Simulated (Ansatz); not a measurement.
**CH₅BOSSi: small, medium and large basis sets**

An exercise on one series of results from a longer session: the logs are not shown, and one member is left open.

Program: Ansatz 0.2.0, Gaussian basis. Level of theory: one geometry, several basis sets. These are calculated values, not measurements.

Plan: PBE0-D4/def2-SVP; ωB97M-V/def2-SVP; PBE0-D4/def2-QZVPP; ωB97M-V/def2-QZVPP; the functionals' def2-TZVPP values are taken from earlier runs.

## The geometry

The geometry comes from an earlier relaxation with PBE0-D4 in a triple-zeta def2 set; it is a stationary point, not always the lowest conformer.

10 atoms, charge 0, spin multiplicity 1.

Atoms are counted from 1 here; the program's logs count them from 0.

Bond lengths: B1–Si2 1.976 Å, B1–S5 2.003 Å, B1–H6 1.198 Å, B1–H7 1.198 Å, Si2–O3 1.634 Å, Si2–C4 1.850 Å, Si2–S5 2.242 Å, O3–H8 0.960 Å, C4–S5 1.847 Å, C4–H9 1.087 Å, C4–H10 1.087 Å. Angles: Si2–B1–S5 68.6°, Si2–B1–H6 115.2°, Si2–B1–H7 117.8°, S5–B1–H6 113.1°, S5–B1–H7 110.3°, H6–B1–H7 120.2°, B1–Si2–O3 138.4°, B1–Si2–C4 95.4°, B1–Si2–S5 56.3°, O3–Si2–C4 114.3°, O3–Si2–S5 120.4°, C4–Si2–S5 52.6°, Si2–O3–H8 117.2°, Si2–C4–S5 74.7°, Si2–C4–H9 118.8°, Si2–C4–H10 119.6°, S5–C4–H9 112.9°, S5–C4–H10 111.2° and more.

The first run:

in.yaml reads:

```yaml
crystal:
  periodic: [false, false, false]
  atoms:
    - {symbol: B, position_ang: [-1.511370, -0.026539, -0.453140]}
    - {symbol: Si, position_ang: [0.120739, -0.472718, 0.567437]}
    - {symbol: O, position_ang: [1.106014, -1.756019, 0.794727]}
    - {symbol: C, position_ang: [1.003969, 1.105949, 0.182211]}
    - {symbol: S, position_ang: [0.135341, 0.639151, -1.379126]}
    - {symbol: H, position_ang: [-2.177852, 0.853967, 0.011071]}
    - {symbol: H, position_ang: [-2.025235, -0.898112, -1.093781]}
    - {symbol: H, position_ang: [0.715844, -2.629485, 0.712147]}
    - {symbol: H, position_ang: [0.632527, 2.032861, 0.611868]}
    - {symbol: H, position_ang: [2.083123, 1.099645, 0.049485]}
basis:
  gaussian: {orbitals: def2-SVP}
hamiltonian: {xc: pbe0, dispersion: d4}
output: {orbitals: {seedname: orbitals}}
```

Launch:

```sh
$ ansatz run in.yaml --threads 4 --pin off --events-out ev --progress --plain --max-ram 10444MiB
```

Steps of the session up to this table: PBE0-D4 in def2-SVP; ωB97M-V in def2-SVP; PBE0-D4 in def2-QZVPP; ωB97M-V in def2-QZVPP.

One table of the session follows, with a row left open; its other results are not shown here.

It belongs to the step «Functionals by basis». 

```
functional       basis  HOMO (eV)
   PBE0-D4    def2-SVP          ?
   PBE0-D4  def2-TZVPP      -7.01
   PBE0-D4  def2-QZVPP      -7.03
   ωB97M-V    def2-SVP      -8.99
   ωB97M-V  def2-TZVPP      -9.07
   ωB97M-V  def2-QZVPP      -9.09
```

**Question.** Estimate the row for PBE0-D4, def2-SVP.

**Answer.** HOMO (eV): -6.97. In the column «HOMO (eV)» it is the highest.
